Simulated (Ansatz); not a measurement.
## CH₆O₂SSi, SMILES OC(S)O[SiH3]: vertical spin-state energies, step by step

Computed with the Ansatz DFT code, driven from Python.

Run as a notebook:

In [1]:
```python
import ansatz as az
```

In [2]:
```python
GEOMETRY = """
O    -1.55810   -1.34640    0.52540
C    -0.49000   -0.44570    0.64550
S     0.62200   -1.17470    1.83180
O     0.17860   -0.31520   -0.63420
Si    0.77250    1.12180   -1.08790
H    -2.24330   -0.78650   -0.02220
H    -0.82240    0.51530    1.04950
H     0.75370   -2.34220    1.21490
H     1.27610    1.06660   -2.42010
H    -0.28390    2.16700   -0.95900
H     1.86030    1.48300   -0.12310
"""

molecule = az.Crystal.molecule()
for line in GEOMETRY.strip().splitlines():
    symbol, *xyz = line.split()
    molecule = molecule.atom(symbol, [float(v) for v in xyz])
```

In [3]:
```python
calculation = (
    molecule.calculation()
    .basis(gaussian="cc-pVDZ")
    .functional("B3LYP")
)
found = {}
for unpaired in [0, 2]:
    report = calculation.spin("collinear", total=unpaired).run().report
    s = unpaired / 2
    found[unpaired] = report["free_energy_ev"]
    print(f"2S+1 = {unpaired + 1}: E = {found[unpaired]:.5f} eV, <S^2> = {abs(report['mean_field']['state']['spin_squared']):.3f} (pure state {s * (s + 1):.2f})")
lowest = min(found, key=found.get)
for unpaired, e in found.items():
    print(f"multiplicity {unpaired + 1}: {(e - found[lowest]):.3f} eV above the lowest")
```
```text
2S+1 = 1: E = -23942.80614 eV, <S^2> = 0.000 (pure state 0.00)
2S+1 = 3: E = -23937.10474 eV, <S^2> = 2.004 (pure state 2.00)
multiplicity 1: 0.000 eV above the lowest
multiplicity 3: 5.701 eV above the lowest
```

In order: multiplicity 1 (+0.00 eV) and multiplicity 3 (+5.70 eV), all at the one geometry.

Reading the output:
- Total energies depend on the basis set; only differences at equal settings carry meaning.
- The geometry is a force-field or estimated start, not a minimum of this method, and the basis set is short of its limit. All parts are taken at fixed geometry, without zero-point energy.
- b3lyp holds the VWN-RPA fit, as in Gaussian; the form of ORCA and Turbomole is b3lyp5.
- It ran for 20 s on 1 thread of Arm Neoverse V2, with other jobs on the host, peak memory 0.39 GiB.

(Lines on the test bed's own set-up are left out of the output.)
